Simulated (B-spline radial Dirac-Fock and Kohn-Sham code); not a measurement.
**Inner shells of I³⁺**

What does theory give for I³⁺? The session works out the binding energy of each subshell and the widths and yields of its core holes.

Program: B-spline radial Dirac-Fock and Kohn-Sham code, version 3. Model: a free atom or ion on a radial basis; each step names its model. All values are calculated, but those marked as tabulated.

## Step 1: The system

The I³⁺ ion in the configuration [Kr] 4d10 5s2 5p2, inside a Watson sphere of charge -3 and radius 2 Å (a model of the Madelung potential; inside it an electron's potential energy is raised by 21.6 eV).

```yaml
nuclear_charge: 53
electrons: 50
mass_number: 127
nuclear_rms_radius: 4.75 fm
```

## Step 2: Hole states by ΔSCF

Model: Dirac-Fock average of configuration, Delta-SCF, finite nucleus, first-order Breit with its frequency dependence, self-energy and vacuum polarisation.

The run's settings:

```ini
task = binding
Z = 53
charge = 3
configuration = 1s2 2s2 2p6 3s2 3p6 3d10 4s2 4p6 4d10 5s2 5p2
mass_number = 127
rms_radius = 4.75  # fm
watson_charge = -3  # e
watson_radius = 2.0  # A
```

Results of the run (chosen fields of its result record, rounded):

```text
status: converged
shells: ["K", "L1", "L2", "L3", "M1", "M2", "M3", "M4", "M5", "N1", "N2", "N3", "N4", "N5", "O1", "O2,3"]
total_energy_parts [Ha]: [-7073.98664, 6.03296354, -0.6215151, -0.0584712889, 4.10740166, -0.547944567]
koopmans [eV]: [33372.5, 5263.82, 4925.29, 4625.38, 1113.82, 972.753, 914.782, 669.379, 657.365, 221.908, 170.331, 158.939, 74.3095, 72.4784, 29.7126, 17.531]
dirac_coulomb [eV]: [33306.6, 5229.09, 4886.96, 4588.4, 1099.47, 957.845, 900.431, 653.412, 641.625, 217.687, 166.283, 155.138, 71.0841, 69.335, 29.2816, 17.2445]
gaunt [eV]: [-83.6854, -7.75549, -13.8625, -9.91943, -1.08676, -2.12122, -1.3801, -0.624469, -0.301135, -0.163683, -0.337522, -0.191793, -0.0194954, 0.0303279, -0.0207548, -0.0279206]
retardation [eV]: [6.08332, 0.525292, 1.54983, 1.54665, 0.0534571, 0.229415, 0.229559, 0.0382001, 0.0373568, 0.00759844, 0.0390292, 0.0388755, -0.000947135, -0.000896136, 0.000728585, 0.00496466]
breit_frequency [eV]: [0.706456, -0.0696725, -0.00170837, 0.306408, -0.0173374, -0.0122651, 0.0530573, -0.00885997, -0.00345341, -0.00386815, -0.00308832, 0.00988583, -0.0017321, -0.000876084, -0.000657885, 0.000741549]
self_energy [eV]: [-45.4841, -5.66621, 0.370843, -0.158598, -1.15641, 0.0780864, -0.0197256, 0.114553, 0.0789054, -0.231345, 0.0256907, 0.00633463, 0.0266705, 0.0211351, -0.0340718, 0.00448128]
vacuum_polarisation [eV]: [6.29439, 0.727244, -0.0164158, -0.0394371, 0.143631, -0.00553216, -0.0106696, -0.010305, -0.010083, 0.0288703, -0.00217126, -0.00317358, -0.00261004, -0.00255741, 0.0042738, -0.00071474]
binding [eV]: [33190.5, 5216.85, 4875.0, 4580.14, 1097.41, 956.013, 899.303, 652.921, 641.427, 217.325, 166.005, 154.998, 71.086, 69.3821, 29.2311, 17.226]
mean_radius [bohr]: [0.0272176, 0.116595, 0.0985671, 0.104206, 0.312217, 0.303022, 0.314219, 0.285533, 0.289105, 0.740508, 0.775032, 0.800992, 0.906714, 0.917822, 1.86393, 2.17543]
```

total_energy_parts: Dirac-Coulomb, Gaunt, retardation, frequency dependence, self-energy, vacuum polarisation. 

The binding energies by parts, in eV; the parts add up.

```csv
level,-ε,relaxation,Breit,QED,binding
K,33372.5,-65.97,-76.90,-39.19,33190.5
L1,5263.8,-34.72,-7.30,-4.94,5216.9
L2,4925.3,-38.33,-12.31,0.35,4875.0
L3,4625.4,-36.98,-8.07,-0.20,4580.1
M1,1113.8,-14.35,-1.05,-1.01,1097.4
M2,972.8,-14.91,-1.90,0.07,956.0
M3,914.8,-14.35,-1.10,-0.03,899.3
M4,669.4,-15.97,-0.60,0.10,652.9
M5,657.4,-15.74,-0.27,0.07,641.4
N1,221.9,-4.22,-0.16,-0.20,217.3
N2,170.3,-4.05,-0.30,0.02,166.0
N3,158.9,-3.80,-0.14,0.00,155.0
N4,74.31,-3.23,-0.02,0.02,71.09
N5,72.48,-3.14,0.03,0.02,69.38
O1,29.71,-0.43,-0.02,-0.03,29.23
"O2,3",17.53,-0.29,-0.02,0.00,17.23
```

X-ray lines as differences of these levels:

```
        line  energy (eV)
 Kβ2' (K-N3)      33035.5
Kβ2'' (K-N2)      33024.5
  Kβ1 (K-M3)      32291.2
  Kβ3 (K-M2)      32234.5
  Kα1 (K-L3)      28610.3
  Kα2 (K-L2)      28315.5
 Lγ3 (L1-N3)       5061.9
 Lγ2 (L1-N2)       5050.8
 Lγ1 (L2-N4)       4803.9
 Lγ5 (L2-N1)       4657.7
 Lβ7 (L3-O1)       4550.9
 Lβ2 (L3-N5)       4510.8
Lβ15 (L3-N4)       4509.0
 Lβ6 (L3-N1)       4362.8
```

## Step 3: Filling the vacancies

Model: independent-particle rates: relativistic LDA orbitals of the hole state, multipoles to L = 3 (length form), Coulomb Auger matrix elements with a Latter-tail continuum; energies from Dirac-Fock.

Recorded inputs:

```ini
task = decay
holes = ["K", "L1", "L2", "L3", "M1", "M2", "M3", "M4", "M5", "N1", "N2", "N3", "N4", "N5"]
```

Results of the run (chosen fields of its result record, rounded):

```text
status: converged
K:
  width_radiative: 9.1701
  width_radiative_velocity: 9.3855
  width_nonradiative: 1.2177
  coster_kronig: {}
  radiative: [["L3", 28610.0, 4.9095], ["L2", 28315.0, 2.6435], ["M3", 32291.0, 0.87621], ["M2", 32234.0, 0.45053], ["N3", 33035.0, 0.17457], ["N2", 33024.0, 0.089688]]
  auger: [["L2L3", 23576.0, 0.32826], ["L3L3", 23873.0, 0.16046], ["L1L3", 23264.0, 0.13506], ["L1L2", 22964.0, 0.099592], ["L1L1", 22615.0, 0.077983], ["L2M3", 27354.0, 0.052941]]
L1:
  width_radiative: 0.15097
  width_radiative_velocity: 0.15088
  width_nonradiative: 3.2081
  coster_kronig: {"L2": 0.64867, "L3": 1.0962}
  radiative: [["M3", 4317.6, 0.07377], ["M2", 4260.8, 0.04633], ["N3", 5061.9, 0.016205], ["N2", 5050.8, 0.009938], ["L3", 636.72, 0.0013588], ["M5", 4575.4, 0.0010198]]
  auger: [["M4M5", 3869.6, 0.27399], ["L3N5", 543.01, 0.26921], ["L3N1", 391.08, 0.24942], ["L3N4", 540.8, 0.20756], ["L3N3", 454.9, 0.20355], ["L2N1", 96.167, 0.18861]]
L2:
  width_radiative: 0.25129
  width_radiative_velocity: 0.25636
  width_nonradiative: 2.716
  coster_kronig: {"L3": 0.51172}
  radiative: [["M4", 4222.1, 0.21292], ["N4", 4803.9, 0.0311], ["M1", 3777.6, 0.0056775], ["N1", 4657.7, 0.0012685], ["O1", 4845.8, 0.00022418], ["M3", 3975.7, 8.4665e-05]]
  auger: [["M4M5", 3527.7, 0.5992], ["M2M3", 2973.1, 0.2259], ["M2M5", 3227.4, 0.2118], ["L3N4", 198.94, 0.20029], ["M3M4", 3273.9, 0.1592], ["L3N2", 100.92, 0.14438]]
L3:
  width_radiative: 0.23818
  width_radiative_velocity: 0.24179
  width_nonradiative: 2.4893
  coster_kronig: {}
  radiative: [["M5", 3938.7, 0.18007], ["N5", 4510.8, 0.025767], ["M4", 3927.2, 0.020314], ["M1", 3482.7, 0.0071767], ["N4", 4509.0, 0.0028887], ["N1", 4362.8, 0.0015824]]
  auger: [["M4M5", 3232.9, 0.54084], ["M5M5", 3245.5, 0.36221], ["M3M5", 2993.4, 0.28206], ["M3M4", 2979.1, 0.18713], ["M3M3", 2734.6, 0.17913], ["M2M3", 2678.3, 0.1302]]
M1:
  width_radiative: 0.0037871
  width_radiative_velocity: 0.0036027
  width_nonradiative: 11.305
  coster_kronig: {"M2": 2.8603, "M3": 5.7711, "M4": 0.91132, "M5": 1.3032}
  radiative: [["N3", 942.41, 0.0018383], ["N2", 931.4, 0.0013371], ["M3", 198.11, 0.0003526], ["O3", 1080.7, 0.00010958], ["O2", 1079.2, 7.6762e-05], ["M2", 141.4, 6.1466e-05]]
  auger: [["M3N3", 17.696, 1.9984], ["M2N5", 48.158, 1.5255], ["M3N5", 105.01, 1.291], ["M3N2", 5.5313, 1.259], ["M2N4", 46.442, 1.1018], ["M3N4", 103.04, 0.88515]]
M2:
  width_radiative: 0.0039709
  width_radiative_velocity: 0.003774
  width_nonradiative: 4.7173
  coster_kronig: {"M3": 0.089379, "M4": 3.0336, "M5": 1.0956}
  radiative: [["N4", 884.93, 0.002266], ["M4", 303.09, 0.0010175], ["N1", 738.69, 0.00057961], ["O1", 926.78, 0.00010662], ["N3", 801.01, 1.2213e-06], ["O3", 939.25, 7.4359e-08]]
  auger: [["M4N3", 122.03, 0.99711], ["M5N2", 121.84, 0.79677], ["M4N1", 58.353, 0.66746], ["M4N2", 110.68, 0.66136], ["M4N5", 209.7, 0.2743], ["M4N4", 208.45, 0.25219]]
M3:
  width_radiative: 0.0039139
  width_radiative_velocity: 0.0037334
  width_nonradiative: 5.5667
  coster_kronig: {"M4": 1.0831, "M5": 3.9601}
  radiative: [["N5", 829.92, 0.002198], ["N1", 681.98, 0.00068423], ["M5", 257.88, 0.00058443], ["N4", 828.22, 0.0002654], ["O1", 870.07, 0.00012488], ["M4", 246.38, 5.5637e-05]]
  auger: [["M5N3", 77.0, 1.4688], ["M5N1", 13.153, 0.77133], ["M5N2", 65.128, 0.75831], ["M4N3", 65.325, 0.65247], ["M5N5", 164.89, 0.47454], ["M5N4", 162.6, 0.27678]]
M4:
  width_radiative: 0.00024242
  width_radiative_velocity: 0.00025982
  width_nonradiative: 0.60476
  coster_kronig: {}
  radiative: [["N2", 486.92, 0.00019857], ["N3", 497.92, 3.1675e-05], ["O2", 634.76, 1.0244e-05], ["O3", 636.16, 1.6511e-06], ["N4", 581.83, 1.5617e-07], ["N5", 583.54, 6.4839e-08]]
  auger: [["N4N5", 492.06, 0.19505], ["N3N4", 405.81, 0.12241], ["N4N4", 490.58, 0.094456], ["N1N4", 343.32, 0.069621], ["N2N4", 396.73, 0.055062], ["N4O1", 538.56, 0.010656]]
M5:
  width_radiative: 0.00020835
  width_radiative_velocity: 0.00022306
  width_nonradiative: 0.61622
  coster_kronig: {}
  radiative: [["N3", 486.43, 0.00019778], ["O3", 624.67, 1.0307e-05], ["N5", 572.04, 1.701e-07], ["N4", 570.34, 4.3912e-08], ["N1", 424.1, 3.9557e-08], ["O1", 612.2, 9.5389e-09]]
  auger: [["N5N5", 482.53, 0.15772], ["N4N5", 480.57, 0.13616], ["N3N5", 397.29, 0.11393], ["N1N5", 333.63, 0.074565], ["N2N5", 384.66, 0.068632], ["N5O1", 528.78, 0.011059]]
N1:
  width_radiative: 9.6211e-05
  width_radiative_velocity: 7.9791e-05
  width_nonradiative: 4.1633
  coster_kronig: {"N2": 0.9374, "N3": 1.5726, "N4": 0.97376, "N5": 0.64556}
  radiative: [["N3", 62.327, 6.4303e-05], ["N2", 51.32, 1.7535e-05], ["O3", 200.57, 7.1594e-06], ["O2", 199.16, 7.1303e-06], ["N5", 147.94, 5.1325e-08], ["N4", 146.24, 3.2004e-08]]
  auger: [["N3O1", 18.923, 0.86907], ["N4N5", 56.467, 0.64205], ["N2O1", 7.8885, 0.511], ["N3O3", 32.829, 0.4209], ["N5O1", 104.68, 0.32736], ["N2O3", 21.74, 0.30121]]
N2:
  width_radiative: 0.00028662
  width_radiative_velocity: 0.00023294
  width_nonradiative: 18.267
  coster_kronig: {"N4": 17.508, "N5": 0.74471}
  radiative: [["N4", 94.919, 0.00025148], ["O1", 136.77, 3.5136e-05], ["O3", 149.25, 2.6839e-09], ["N3", 11.007, 8.306e-12], ["N5", 96.623, 8.5644e-13], ["O2", 147.84, 2.2886e-15]]
  auger: [["N4N5", 5.1472, 13.936], ["N4N4", 3.6621, 2.6961], ["N5N5", 7.105, 0.52235], ["N4O1", 51.642, 0.49039], ["N4O3", 65.429, 0.26199], ["N4O2", 63.94, 0.12337]]
N3:
  width_radiative: 0.0002349
  width_radiative_velocity: 0.00018605
  width_nonradiative: 1.2589
  coster_kronig: {"N4": 0.24439, "N5": 1.0001}
  radiative: [["N5", 85.616, 0.00017684], ["O1", 125.77, 3.9658e-05], ["N4", 83.912, 1.8402e-05], ["O2", 136.84, 1.5301e-09], ["O3", 138.24, 1.3202e-09]]
  auger: [["N5O1", 42.354, 0.51912], ["N5O3", 56.166, 0.30518], ["N5O2", 54.572, 0.17576], ["N4O3", 54.422, 0.12058], ["N4O1", 40.635, 0.097968], ["N4O2", 52.933, 0.02584]]
N4:
  width_radiative: 2.9099e-06
  width_radiative_velocity: 3.1555e-06
  width_nonradiative: 0.0095786
  coster_kronig: {}
  radiative: [["O2", 52.925, 2.4658e-06], ["O3", 54.327, 4.4407e-07], ["O1", 41.855, 5.8329e-11], ["N5", 1.7038, 2.7614e-14]]
  auger: [["O2O3", 25.496, 0.0031223], ["O1O2", 13.293, 0.0023689], ["O1O3", 14.766, 0.0018762], ["O2O2", 24.035, 0.0013111], ["O3O3", 26.957, 0.00090011]]
N5:
  width_radiative: 2.6412e-06
  width_radiative_velocity: 2.8813e-06
  width_nonradiative: 0.0095921
  coster_kronig: {}
  radiative: [["O3", 52.624, 2.6412e-06], ["O1", 40.151, 5.0834e-11], ["O2", 51.221, 1.8913e-15]]
  auger: [["O1O3", 13.062, 0.0031485], ["O3O3", 25.253, 0.0025308], ["O2O3", 23.792, 0.0018832], ["O1O2", 11.59, 0.0018031], ["O2O2", 22.331, 0.00022656]]
```

All in eV. For each hole the six strongest lines (shell, energy, width) and Auger groups (final holes, energy, width) are shown.

How each hole decays (widths in eV):

```csv
hole,radiative,Auger,Coster-Kronig,total,yield,lifetime (fs)
K (1s),9.17,1.22,0,10.4,0.883,0.0634
L1 (2s),0.151,1.46,1.74,3.36,0.0449,0.196
L2 (2p1/2),0.251,2.20,0.512,2.97,0.0847,0.222
L3 (2p3/2),0.238,2.49,0,2.73,0.0873,0.241
M1 (3s),0.00379,0.459,10.8,11.3,3.35e-04,0.0582
M2 (3p1/2),0.00397,0.499,4.22,4.72,8.41e-04,0.139
M3 (3p3/2),0.00391,0.524,5.04,5.57,7.03e-04,0.118
M4 (3d3/2),2.42e-04,0.605,0,0.605,4.01e-04,1.09
M5 (3d5/2),2.08e-04,0.616,0,0.616,3.38e-04,1.07
N1 (4s),9.62e-05,0.0341,4.13,4.16,2.31e-05,0.158
N2 (4p1/2),2.87e-04,0.0145,18.3,18.3,1.57e-05,0.0360
N3 (4p3/2),2.35e-04,0.0144,1.24,1.26,1.87e-04,0.523
N4 (4d3/2),2.91e-06,0.00958,0,0.00958,3.04e-04,68.7
N5 (4d5/2),2.64e-06,0.00959,0,0.00959,2.75e-04,68.6
```

Emission lines that fill the K hole:

```
  Kα2 28315.5      53.8 ############################
  Kα1 28610.3       100 ################################
  Kβ3 32234.5      9.18 ################
  Kβ1 32291.2      17.8 ####################
Kβ2'' 33024.5      1.83 #####
 Kβ2' 33035.5      3.56 #########
```
(bars on a logarithmic scale, % of the strongest)

## Step 4: What came out

```
                    quantity                   value
deepest level listed, K (1s)              33190.5 eV
      least bound, O2,3 (5p)                17.23 eV
                         Kα1              28610.3 eV
        K hole: width, yield          10.4 eV, 0.883
                its lifetime               0.0634 fs
          its strongest line  Kα1 (K-L3), 28610.3 eV
```

In words: For K (1s), relaxation takes off 66.0 eV, Breit terms shift it by -76.90 and QED by -39.19 eV. With a yield of 0.88, X-ray emission is the main way out for the K hole, in 0.063 fs. Coster-Kronig decay rules L1, M1, M2, M3, N1, N2 and N3, where this model's widths can be far from the measured ones. The Hartree-Fock and Dirac-Fock values hold no electron correlation.
